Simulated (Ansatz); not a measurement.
# SrLi4CaSi2: the cost of one run

Computed with Ansatz 0.2.0 (DFT PBE, scalar-relativistic, plane waves, PAW, unless a step's input says otherwise).

**1. The starting structure**

It takes space group P-4m2 (No. 115, tetragonal). The conventional cell has a = 5.299 Å, b = 5.299 Å, c = 7.432 Å, α = 90.00°, β = 90.00°, γ = 90.00°. Na (site symmetry 2mm) is surrounded by 4 Na at 3.21 to 3.27 Å and 2 Ca at 3.21 Å and 2 Sr at 3.27 Å and 6 Si at 3.61 to 3.82 Å. Na (site symmetry -4m2) has 4 Na at 3.27 Å and 4 Si at 3.27 Å and 2 Ca at 3.72 Å and 4 Sr at 3.75 Å as nearest neighbours. Na (site symmetry -4m2) is surrounded by 4 Si at 3.20 Å and 4 Na at 3.21 Å. Sr (site symmetry -4m2) has 10 Na at 3.27 to 3.75 Å and 4 Si at 3.27 Å as nearest neighbours. Ca (site symmetry -4m2) has 4 Si at 3.20 Å and 4 Na at 3.21 Å as nearest neighbours. Si (site symmetry 2mm) has 10 Na at 3.20 to 3.82 Å and 2 Ca at 3.20 Å and 2 Sr at 3.27 Å as nearest neighbours.

As a file:

```cif
data_structure
_symmetry_space_group_name_H-M 'P-4m2'
_symmetry_Int_Tables_number 115
_cell_length_a 5.2991
_cell_length_b 5.2991
_cell_length_c 7.4317
_cell_angle_alpha 90.000
_cell_angle_beta 90.000
_cell_angle_gamma 90.000
_cell_volume 208.69
loop_
_atom_site_label
_atom_site_type_symbol
_atom_site_symmetry_multiplicity
_atom_site_Wyckoff_symbol
_atom_site_fract_x
_atom_site_fract_y
_atom_site_fract_z
_atom_site_occupancy
Na1 Na 2 g 0.50000 0.00000 0.25688 1
Na2 Na 1 b 0.50000 0.50000 0.00000 1
Na3 Na 1 d 0.00000 0.00000 0.50000 1
Sr1 Sr 1 a 0.00000 0.00000 0.00000 1
Ca1 Ca 1 c 0.50000 0.50000 0.50000 1
Si1 Si 2 g 0.50000 0.00000 0.74232 1
```

The structure comes from the Materials Project (structure only).

**2. Substitution of an element, cell strained: Na → Li, first probe**

Against the listed cell: Li takes all sites of Na, and lengths are scaled by 0.927 as a first guess of the size; strain xx, yy, zz, yz, xz, xy = -3.5, -3.5, -3.5, +0.0, +0.0, +0.0 %.

Input file input.yaml:

```yaml
crystal:
  lattice:
    - [4.7422639286, 0.0, 0.0]
    - [0.0, 4.7422639286, 0.0]
    - [0.0, 0.0, 6.6507208386]
  atoms:
    - { symbol: Li, position: [0.5, 0.0, 0.256879] }
    - { symbol: Li, position: [0.0, 0.5, 0.743121] }
    - { symbol: Li, position: [0.5, 0.5, 0.0] }
    - { symbol: Li, position: [0.0, 0.0, 0.5] }
    - { symbol: Sr, position: [0.0, 0.0, 0.0] }
    - { symbol: Ca, position: [0.5, 0.5, 0.5] }
    - { symbol: Si, position: [0.5, 0.0, 0.742317] }
    - { symbol: Si, position: [0.0, 0.5, 0.257683] }
basis:
  ecutwfc: 420
kpoints:
  mp_grid: { grid: [4, 4, 4] }
hamiltonian:
  xc: pbe
scf:
  occupations: { method: gaussian, width: 0.1 }
output:
  forces: true
  stress: true
  eigenvalues: true
```

Run with:

```
ansatz run input.yaml --threads 1 --pin off --max-ram 2560MiB --backend cpu --events-out ev --progress --plain --runs-dir out
```

**Question.** How long does this run take on 1 thread of an x86-64 CPU, shared host, and how much memory does it need?

About 13 s, with a peak of 0.38 GiB.
